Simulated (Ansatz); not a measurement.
# CuF: a single-point run

Wanted: a converged single-point run for CuF, and a check of what comes out. The structure is shown as the input types it. The cell is built on a prototype (CsCl type) and needn't be the phase found in nature.

Computed with Ansatz 0.2.0 (density functional or hybrid calculation with the settings of its input, plane waves (as first typed), unless a step's input says otherwise).

1 further run of the same task is left out (for a known fault of the program).

### 1 The starting structure

It takes space group Pm-3m (No. 221, cubic). Conventional cell: a = 2.738 Å, b = 2.738 Å, c = 2.738 Å, α = 90.00°, β = 90.00°, γ = 90.00°. Around Cu (site symmetry m-3m) lie 8 F at 2.37 Å. F (site symmetry m-3m) has 8 Cu at 2.37 Å as nearest neighbours.

As a file:

```cif
data_structure
_symmetry_space_group_name_H-M 'Pm-3m'
_symmetry_Int_Tables_number 221
_cell_length_a 2.7385
_cell_length_b 2.7385
_cell_length_c 2.7385
_cell_angle_alpha 90.000
_cell_angle_beta 90.000
_cell_angle_gamma 90.000
_cell_volume 20.54
loop_
_atom_site_label
_atom_site_type_symbol
_atom_site_symmetry_multiplicity
_atom_site_Wyckoff_symbol
_atom_site_fract_x
_atom_site_fract_y
_atom_site_fract_z
_atom_site_occupancy
Cu1 Cu 1 a 0.00000 0.00000 0.00000 1
F1 F 1 b 0.50000 0.50000 0.50000 1
```

### 2 Input and run

input.yaml

```yaml
crystal:
  lattice:
    - [2.7384616894, 0.0, 0.0]
    - [0.0, 2.7384616894, 0.0]
    - [0.0, 0.0, 2.7384616894]
  atoms:
    - { symbol: Cu, position: [0.0, 0.0, 0.0] }
    - { symbol: F, position: [0.5, 0.5, 0.5] }
kpoints:
  mp_grid: { grid: [6, 6, 6] }
hamiltonian:
  xc: pbe
scf:
  occupations: { method: fermi_dirac, width: 0.02 }
  n_extra_bands: 4
  max_iter: 97
output:
  forces: true
  stress: true
  eigenvalues: true
basis:
  ecutwfc: 160
```

The run is started by

```sh
$ ansatz run input.yaml --threads 4 --pin off --max-ram 3686MiB --backend cpu --events-out ev --progress --plain --runs-dir out
```

**Question.** How will this run end, and is anything wrong with its input?

The program finished normally, with warnings (cutoff below recommended). It gives a pressure of -20 GPa, which is large.

Look at the input: basis.ecutwfc is 160. The cutoff lies far under what these potentials need. The potentials' recommended cutoff is 420 eV.

Run again and compare: delete basis.ecutwfc (the default then holds).
